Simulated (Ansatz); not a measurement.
Born–Oppenheimer molecular dynamics of a periodic cell of 40 atoms, KTaO3 (host KTaO3, host structure Pm-3m). It goes on from the last frame of an earlier run, with new velocities.

All numbers below come from Ansatz 0.2.0, DFT r2SCAN, scalar-relativistic, plane waves, PAW. Settings: accuracy low, cutoff 500 eV, k mesh 1x1x1, fermi-dirac smearing 0.05 eV, no spin polarisation.

```json
{
  "ensemble": "NVT, Langevin thermostat",
  "time step": "1 fs",
  "steps asked": "390",
  "set temperature": "1950 K",
  "friction": "0.02 /fs",
  "seed": "283745"
}
```

Frames 20 fs apart, positions in Å.

Velocities at 230 fs (Å/ps):

```
K -1.10 9.24 0.70
Ta 7.18 4.92 5.59
O 23.45 -8.71 -1.39
O 4.33 10.27 5.83
O -1.20 -7.32 -4.94
K -2.76 -0.86 -4.56
Ta 0.54 0.03 -0.62
O -10.62 15.60 -11.18
O 4.25 0.38 -2.65
O 0.11 -3.44 5.07
K 1.93 4.30 1.31
Ta -0.84 -0.47 -7.16
O 3.52 1.96 -6.65
O 11.43 -2.40 5.81
O -3.23 0.66 13.35
K -3.23 9.14 1.59
Ta 2.61 -0.19 3.30
O 1.15 -5.64 14.14
O -4.44 -3.26 10.40
O 4.73 13.65 -13.83
K -3.37 0.65 -5.72
Ta 1.97 -2.06 -0.95
O 6.42 3.69 0.97
O -12.95 -2.19 2.63
O 11.37 -3.39 5.00
K 6.34 -2.83 -1.96
Ta -0.35 1.16 -0.61
O 0.88 -4.79 13.30
O 11.62 -10.88 11.61
O 1.19 2.17 -4.08
K -7.40 -2.40 2.19
Ta 0.17 2.74 1.07
O -17.29 5.18 6.08
O -12.84 17.50 -7.40
O 8.84 1.51 7.79
K 4.95 -8.54 -4.13
Ta 0.18 0.04 1.87
O 5.21 10.21 4.75
O 16.33 -5.32 9.04
O -2.05 -8.61 10.46
```

```xyz
40
Lattice="8.1212 0.0000 0.0000 0.0000 8.1212 0.0000 0.0000 0.0000 8.1212" Properties=species:S:1:pos:R:3 time_fs=230 energy_less_start_eV=-0.263 T=1425
K 0.379 0.040 0.083
Ta 2.316 2.179 1.984
O 2.132 2.092 -0.135
O -0.103 1.861 1.972
O 1.826 -0.291 1.738
K 0.385 -0.207 3.635
Ta 2.014 2.089 6.017
O 1.940 2.156 3.804
O 0.007 2.225 5.862
O 2.049 0.252 5.877
K -0.269 3.709 0.100
Ta 2.110 6.179 2.333
O 1.915 6.002 0.181
O -0.013 5.647 2.017
O 2.306 3.933 1.725
K 0.124 3.912 3.945
Ta 2.033 5.891 6.328
O 1.994 5.963 4.230
O 0.045 6.123 5.760
O 1.605 4.024 6.216
K 3.924 0.009 -0.413
Ta 6.130 1.869 2.142
O 6.023 2.051 -0.044
O 4.126 1.802 1.893
O 5.561 -0.233 1.924
K 4.238 -0.139 4.286
Ta 6.111 1.987 6.216
O 6.155 1.695 4.074
O 4.115 2.297 5.888
O 5.910 -0.047 6.438
K 4.325 4.249 0.145
Ta 6.247 6.030 2.284
O 6.631 5.999 0.318
O 4.110 5.824 2.130
O 5.794 3.928 2.143
K 4.264 4.031 4.127
Ta 6.452 6.051 6.550
O 6.304 6.386 4.064
O 3.814 5.823 6.163
O 6.133 4.309 6.341
40
Lattice="8.1212 0.0000 0.0000 0.0000 8.1212 0.0000 0.0000 0.0000 8.1212" Properties=species:S:1:pos:R:3 time_fs=250 energy_less_start_eV=0.477 T=1732
K 0.365 0.085 0.052
Ta 2.400 2.248 2.036
O 2.182 1.930 -0.281
O -0.041 2.037 1.914
O 1.908 -0.203 1.796
K 0.351 -0.112 3.701
Ta 2.024 2.091 6.016
O 1.794 2.376 3.840
O 0.046 2.259 5.806
O 2.000 0.214 5.909
K -0.145 3.818 0.158
Ta 2.113 6.070 2.172
O 1.981 5.875 0.020
O 0.176 5.672 2.393
O 2.173 4.112 1.933
K 0.066 4.031 3.921
Ta 2.082 5.904 6.363
O 2.023 5.873 4.188
O 0.034 6.137 6.008
O 1.669 4.178 5.984
K 3.863 0.003 -0.491
Ta 6.169 1.834 2.091
O 6.027 2.036 -0.085
O 4.155 1.832 1.932
O 5.912 -0.243 1.880
K 4.318 -0.305 4.246
Ta 6.112 2.013 6.260
O 6.237 1.695 3.986
O 4.075 2.112 5.793
O 6.114 0.011 6.400
K 4.204 4.176 0.201
Ta 6.261 6.030 2.302
O 6.318 6.327 0.235
O 3.936 6.147 2.062
O 5.987 3.844 2.320
K 4.419 3.955 4.006
Ta 6.461 6.071 6.560
O 6.260 6.460 4.147
O 4.162 5.791 6.336
O 6.092 4.006 6.409
40
Lattice="8.1212 0.0000 0.0000 0.0000 8.1212 0.0000 0.0000 0.0000 8.1212" Properties=species:S:1:pos:R:3 time_fs=270 energy_less_start_eV=-1.577 T=2150
K 0.254 0.060 -0.080
Ta 2.392 2.301 2.009
O 1.874 1.982 -0.207
O -0.085 1.989 1.653
O 2.104 -0.073 1.968
K 0.240 -0.057 3.840
Ta 2.033 2.114 6.043
O 2.008 2.245 3.808
O -0.094 2.258 5.998
O 1.900 0.064 5.876
K -0.042 4.001 0.162
Ta 2.153 6.045 2.085
O 1.876 5.781 0.013
O -0.018 5.818 2.288
O 2.075 4.026 1.756
K 0.004 3.945 3.975
Ta 2.229 5.992 6.283
O 1.998 5.836 3.864
O 0.182 6.344 6.188
O 1.911 4.127 5.952
K 3.875 0.031 -0.532
Ta 6.220 1.759 2.049
O 5.999 2.007 0.046
O 4.189 2.001 1.744
O 6.232 -0.197 1.936
K 4.337 -0.532 4.155
Ta 6.173 2.039 6.376
O 6.172 1.769 3.843
O 3.969 1.978 5.651
O 6.422 -0.045 6.186
K 4.196 4.029 0.199
Ta 6.366 6.063 2.305
O 6.221 6.300 0.030
O 4.161 6.089 2.168
O 6.045 4.081 2.101
K 4.522 4.098 3.980
Ta 6.442 6.034 6.489
O 6.086 6.059 4.184
O 4.160 6.022 6.502
O 6.087 4.033 6.059
40
Lattice="8.1212 0.0000 0.0000 0.0000 8.1212 0.0000 0.0000 0.0000 8.1212" Properties=species:S:1:pos:R:3 time_fs=290 energy_less_start_eV=-0.218 T=1798
K 0.082 -0.039 -0.091
Ta 2.382 2.279 1.989
O 1.950 2.166 -0.209
O -0.039 2.062 1.571
O 2.102 -0.107 1.900
K 0.198 -0.045 3.963
Ta 2.060 2.093 6.098
O 2.027 1.854 3.764
O -0.081 2.158 6.060
O 2.045 -0.177 5.728
K 0.091 4.202 0.221
Ta 2.221 6.137 2.011
O 1.841 6.056 -0.110
O 0.210 5.726 2.193
O 2.056 4.022 1.499
K -0.078 3.748 3.988
Ta 2.317 6.007 6.178
O 2.045 5.783 3.990
O 0.029 6.229 6.553
O 2.363 4.133 5.768
K 3.986 0.166 -0.386
Ta 6.350 1.748 2.101
O 6.025 2.150 0.102
O 4.119 2.163 1.689
O 6.234 -0.111 1.873
K 4.304 -0.523 4.179
Ta 6.216 2.003 6.424
O 6.222 2.127 3.940
O 3.783 1.989 5.915
O 6.335 -0.011 6.009
K 4.206 3.855 0.188
Ta 6.442 5.976 2.271
O 6.277 6.058 0.264
O 4.057 6.024 2.215
O 6.247 4.169 1.723
K 4.594 4.017 3.978
Ta 6.423 5.986 6.342
O 6.032 5.908 4.165
O 4.072 6.316 6.608
O 6.178 4.178 5.858
40
Lattice="8.1212 0.0000 0.0000 0.0000 8.1212 0.0000 0.0000 0.0000 8.1212" Properties=species:S:1:pos:R:3 time_fs=310 energy_less_start_eV=-1.925 T=1959
K -0.070 -0.021 0.003
Ta 2.346 2.191 1.974
O 2.084 2.103 -0.069
O 0.005 2.092 1.718
O 1.924 0.009 1.550
K 0.247 0.026 4.122
Ta 2.144 2.099 6.144
O 1.944 1.846 3.788
O 0.048 2.198 6.048
O 2.117 -0.112 5.721
K 0.172 4.347 0.162
Ta 2.306 6.203 2.014
O 2.108 6.296 0.049
O 0.103 5.614 2.334
O 2.056 4.023 1.701
K -0.140 3.595 4.017
Ta 2.331 6.072 6.116
O 2.263 5.964 4.070
O 0.133 6.081 6.624
O 2.581 3.878 5.770
K 4.126 0.262 -0.087
Ta 6.418 1.792 2.175
O 6.187 2.171 -0.025
O 4.282 2.001 1.865
O 6.282 -0.116 2.051
K 4.149 -0.281 4.181
Ta 6.242 1.949 6.334
O 6.188 2.097 4.031
O 4.164 1.990 6.004
O 6.122 0.178 6.076
K 4.269 3.862 0.104
Ta 6.521 5.871 2.204
O 6.074 5.842 0.097
O 4.052 6.138 2.206
O 6.269 4.043 1.985
K 4.526 3.891 4.038
Ta 6.403 5.963 6.296
O 6.240 5.769 4.107
O 4.263 6.248 6.584
O 6.233 4.069 6.203
```

Of the whole run (390 fs, mean temperature of the second half 1871 K): A run of 0.39 ps of so small a system gives no equilibrium averages. Limits of this set-up: coarse k mesh, low accuracy level.

Run time: 35 min on 4 threads of AMD EPYC 7R13 Processor (Zen 3), with other jobs on the host, peak memory 1.2 GiB.
